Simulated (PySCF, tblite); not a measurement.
**C₆H₁₂Ge: geometry, infrared bands, NMR shifts, spin-spin couplings and electronic excitations**

What infrared bands, NMR shifts, spin-spin couplings and electronic excitations should C₆H₁₂Ge (`C=[CH][Ge@@H]1[CH2]C[C@@H]1C`) show?

Computed with tblite 0.8.0 and PySCF 2.14.0, with density-fitted response routines of our own, on a single molecule in the gas phase. Atoms count from 0, in the outputs and in this text.

## 1. The molecule as given

19 atoms, charge 0, multiplicity 1; geometry from: force field or distance geometry start.

Bonds of the start (Å): C0–C1 1.34, C1–Ge2 1.87, Ge2–C3 1.97, C3–C4 1.51, C4–C5 1.52, C5–C6 1.50, C5–Ge2 1.92, C0–H7 1.07, C0–H8 1.10, C1–H9 1.09, Ge2–H10 1.53, C3–H11 1.11, C3–H12 1.12, C4–H13 1.11, C4–H14 1.11, C5–H15 1.10, C6–H16 1.11, C6–H17 1.11, C6–H18 1.10.

## 2. Relaxing the molecule with GFN2-xTB

Job settings and geometry (Å):

```
{"job": {"kind": "relax", "xc": "GFN2-xTB", "basis": "xTB"}, "charge": 0, "multiplicity": 1}
C      2.898100    -0.634800    -0.161100
C      1.966900     0.292200     0.098300
Ge     0.421600     0.542300    -0.922600
C     -0.785200     1.834000    -0.048700
C     -1.359700     0.677500     0.734500
C     -1.195000    -0.345600    -0.381700
C     -1.047500    -1.717800     0.214500
H      3.786000    -0.796600     0.409300
H      2.712600    -1.267300    -1.036400
H      2.138300     0.917300     0.978500
H      0.549400     0.930800    -2.397900
H     -1.483500     2.345600    -0.743400
H     -0.236300     2.563400     0.595400
H     -2.431200     0.788200     1.015500
H     -0.782300     0.349300     1.620900
H     -2.004100    -0.302000    -1.130300
H     -1.613300    -1.768800     1.173200
H      0.006900    -1.974400     0.430200
H     -1.551600    -2.424100    -0.455500
```

On the command line:

```console
OMP_NUM_THREADS=1 python probes_run.py task.json out
```

One launch serves the whole session: the jobs run in the order shown.

**Question.** This job is followed by: GFN2-xTB harmonic vibrations, gas phase; PBE0-D3(BJ)/def2-SVP geometry optimisation, gas phase; GIAO PBE0/pcSseg-1 NMR shielding, non-relativistic, gas phase; B3LYP/pcJ-1 Ge:pcSseg-1 indirect spin-spin coupling, non-relativistic, gas phase; TDDFT wB97X-D/def2-SVPD, vertical, gas phase, core orbitals frozen in the response; GIAO WP04/pcSseg-1 NMR shielding, non-relativistic, gas phase. Predict these results of the whole session: strongest single infrared mode (GFN2-xTB); zero-point energy (GFN2-xTB); point group; rotational constants (main isotopes); ¹³C shifts against TMS (PBE0/pcSseg-1); ¹H shifts against TMS (PBE0/pcSseg-1, means over atoms taken as alike); ⁷³Ge shifts against GeMe4 (PBE0/pcSseg-1); largest coupling of the table (B3LYP/pcSseg-1+pcJ-1); lowest singlet (wB97X-D/def2-SVPD); brightest single state of those computed; lowest triplet; vertical ionisation energy (ΔSCF); range of the shift of C3.

**Answer**, as computed:

| quantity | value |
| --- | --- |
| strongest single infrared mode (GFN2-xTB) | 1793 cm⁻¹, 531 km/mol |
| zero-point energy (GFN2-xTB) | 98.0 kcal/mol |
| point group | C1 |
| rotational constants (main isotopes) | 2.73, 1.44, 1.15 GHz |
| ¹³C shifts against TMS (PBE0/pcSseg-1) | 143.7, 142.9, 34.5, 33.3, 19.2, 15.8 ppm |
| ¹H shifts against TMS (PBE0/pcSseg-1, means over atoms taken as alike) | 6.84, 6.45, 6.16, 5.08, 2.33, 1.95, 1.92, 1.44, 1.26, 1.16 ppm |
| ⁷³Ge shifts against GeMe4 (PBE0/pcSseg-1) | -24 ppm |
| largest coupling of the table (B3LYP/pcSseg-1+pcJ-1) | ¹J(C,H) C0–H8, 167.8 Hz |
| lowest singlet (wB97X-D/def2-SVPD) | 6.18 eV (201 nm), f = 0.058 |
| brightest single state of those computed | state 2, 6.51 eV, f = 0.305 |
| lowest triplet | 4.31 eV |
| vertical ionisation energy (ΔSCF) | 8.91 eV |
| range of the shift of C3 | 15.8 to 21.2 ppm |

Over 160 steps the energy fell by 0.838 eV; of the close pairs, Ge2–C5 changed most, 1.922 to 2.020 Å (GFN2-xTB). No mode is imaginary among the 51: a minimum at this level. The strongest single mode, at 1793 cm⁻¹, moves mainly H10. GFN2-xTB is a fitted tight-binding method: band positions and strengths are rough. Its intensities can rank the bands wrongly. Relaxing lowered the energy by 0.182 eV in 8 steps; the close pair that moved most is C1–Ge2, from 1.977 to 1.937 Å (PBE0/def2-SVP). C0 (terminal =CH2 carbon) lies farthest downfield among carbon, at 143.7 ppm; the olefinic region. H9 (hydrogen on an alkene CH) lies farthest downfield among hydrogen, at 6.84 ppm; attached to an sp2 carbon and in the plane of the double bond. At PBE0/pcSseg-1: The widest tensor belongs to C1: span 256 ppm, with a paramagnetic part of -218 ppm. In the run at B3LYP/pcSseg-1+pcJ-1, the largest coupling of the table is C0–H8, 167.8 Hz, of which the Fermi-contact term gives 166.8 Hz. Couplings across rotatable bonds belong to this one conformer; where others are populated, the observed values are averages. The first singlet state (HOMO→LUMO 0.44, HOMO−1→LUMO 0.37) lies at 6.18 eV and is bright; of the 10 states computed, the strongest absorption comes from state 2 at 6.51 eV. The lowest triplet lies 1.87 eV below the lowest singlet (triplets in Tamm-Dancoff, singlets in full TDDFT). The orbital energy would give 8.85 eV for ionisation, ΔSCF gives 8.91 eV. In ppm, C3 moves most: its shift spreads over 5.4 ppm, from 15.8 (PBE0/pcSseg-1) to 21.2 (WP04/pcSseg-1). Spin-orbit coupling is left out, which matters for shieldings and couplings at and beside the heavy atoms.
